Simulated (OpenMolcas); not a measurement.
**Fe²⁺ among point charges: CASSCF levels and susceptibility**

Aim: the splitting of the states of Fe²⁺ in the field of 5 point charges, its lowest levels with spin-orbit coupling and its magnetic susceptibility.

Method: state-averaged CASSCF, spin-orbit coupling by RASSI with atomic mean-field integrals. Code: OpenMolcas 26.06.

1 further run of the same task is left out (it didn't finish).

### 1 Starting point

```
Species                           : Fe²⁺ (iron, Z = 26, 24 electrons)
Basis                             : ANO-RCC-VDZP [5s4p2d1f], 34 functions
Scalar Hamiltonian                : DKH2, point nucleus
Inactive shells                   : 1s 2s 2p 3s 3p
Active space                      : 6 electrons in 5 orbitals (3d)
Some configurations of this space : 3d⁶
Orbitals                          : optimised for each spin and parity, averaged over all roots
```

The outer shells:

3d6
```
3d [↑↓][↑ ][↑ ][↑ ][↑ ]
```

The ion sits among 5 point charges of -2.5 e arranged as a trigonal bipyramid (D3h), 2.02 Å from the ion, with the axial distance 2.040 Å. The active orbitals were held to one l.

Each step is its own input file, run in one work folder so that later steps find the files of earlier ones. Labels, J, g values, rates, χT and fits are worked out afterwards by a script from the matrices that RASSI stores.

### 2 GATEWAY and SEWARD: basis and integrals

a.inp reads:

```
&GATEWAY
Coord
1

Fe 0.0 0.0 0.0
Basis=ANO-RCC-VDZP
Group=NoSym
NoMove
AngMom=0.0 0.0 0.0
AMFI
XField
5 Angstrom 0
2.020000 0.000000 0.000000 -2.500000
-1.010000 1.749371 0.000000 -2.500000
-1.010000 -1.749371 0.000000 -2.500000
0.000000 0.000000 2.040200 -2.500000
0.000000 0.000000 -2.040200 -2.500000
&SEWARD
```

Run with:

```console
> OMP_NUM_THREADS=1 MOLCAS_MEM=1689 MOLCAS_PROJECT=a pymolcas a.inp > a.log
```

### 3 Reference wave functions, quintets, 5 roots

a.inp reads:

```
&RASSCF
FileOrb=start.orb
Symmetry=1
Spin=5
nActEl=6 0 0
Inactive=9
Ras2=5
CIRoot=5 5 1
SDav=5
CIMx=300
Iter=120 100
PrWF=0.3
OrbListing=Nothing
MaxOrb=0
SupSym
1
10 10 11 12 13 14 23 24 25 26 27
>>> COPY $Project.JobIph JOB001
```

start.orb holds the contracted functions of the basis, ordered by shell, or the orbitals of the step before.

### 4 Reference wave functions, triplets, 45 roots

a.inp reads:

```
&RASSCF
FileOrb=start.orb
Symmetry=1
Spin=3
nActEl=6 0 0
Inactive=9
Ras2=5
CIRoot=45 45 1
SDav=45
CIMx=300
Iter=120 100
PrWF=0.3
OrbListing=Nothing
MaxOrb=0
SupSym
1
10 10 11 12 13 14 23 24 25 26 27
>>> COPY $Project.JobIph JOB002
```

### 5 Reference wave functions, singlets, 50 roots

a.inp reads:

```
&RASSCF
FileOrb=start.orb
Symmetry=1
Spin=1
nActEl=6 0 0
Inactive=9
Ras2=5
CIRoot=50 50 1
SDav=50
CIMx=300
Iter=120 100
PrWF=0.3
OrbListing=Nothing
MaxOrb=0
SupSym
1
10 10 11 12 13 14 23 24 25 26 27
>>> COPY $Project.JobIph JOB003
```

### 6 State interaction with spin-orbit coupling

a.inp reads:

```
&RASSI
NrOfJobIphs=3 5 45 50
1 2 3 4 5
1 2 3 4 5 6 7 8 9 10 11 12 13 14 15 16 17 18 19 20 21 22 23 24 25 26 27
28 29 30 31 32 33 34 35 36 37 38 39 40 41 42 43 44 45
1 2 3 4 5 6 7 8 9 10 11 12 13 14 15 16 17 18 19 20 21 22 23 24 25 26 27
28 29 30 31 32 33 34 35 36 37 38 39 40 41 42 43 44 45 46 47 48 49 50
IphNames
JOB001
JOB002
JOB003
EJob
SpinOrbit
DIPRint=1.0
SOCoupling=1000.0
Subsets=2
Property=9
'ANGMOM' 1 'ANGMOM' 2 'ANGMOM' 3 'MLTPL  1' 1 'MLTPL  1' 2 'MLTPL  1' 3
'AMFI' 1 'AMFI' 2 'AMFI' 3
SOProperty=3
'ANGMOM' 1 'ANGMOM' 2 'ANGMOM' 3
```

**Question.** What will these runs give? Wanted: spin-free ground state; first state of the same spin within the active space; lowest level; next level.

The runs gave:

| quantity | value |
| --- | --- |
| method | CASSCF |
| spin-free ground state | 5E, 2-fold in its orbital part |
| first state of the same spin within the active space | 5E at 486 cm⁻¹ |
| lowest level | 2-fold, g = 0.00, 0.00, 9.75 |
| next level | 77.2 cm⁻¹ |
| χT at 300 K | 4.52 cm³ K/mol |
| effective moment at 300 K | 6.02 μB |

In words: The spin-free ground state (5E) comes to 100 % from free-ion D terms and keeps the highest spin of the shell. χT at 300 K is 4.52, against 3.01 cm³ K/mol for the spin alone, so orbital moment adds to it. An active space of the d shell alone favours high spin; real ions in strong fields can be low spin. The field of point charges can differ much from that of real complexes. With metal d orbitals alone active, the gaps between spin states are rough; where two lie within a few thousand cm-1, their order is open. Point charges carry no covalency, so the field is a model and not that of real ligands.
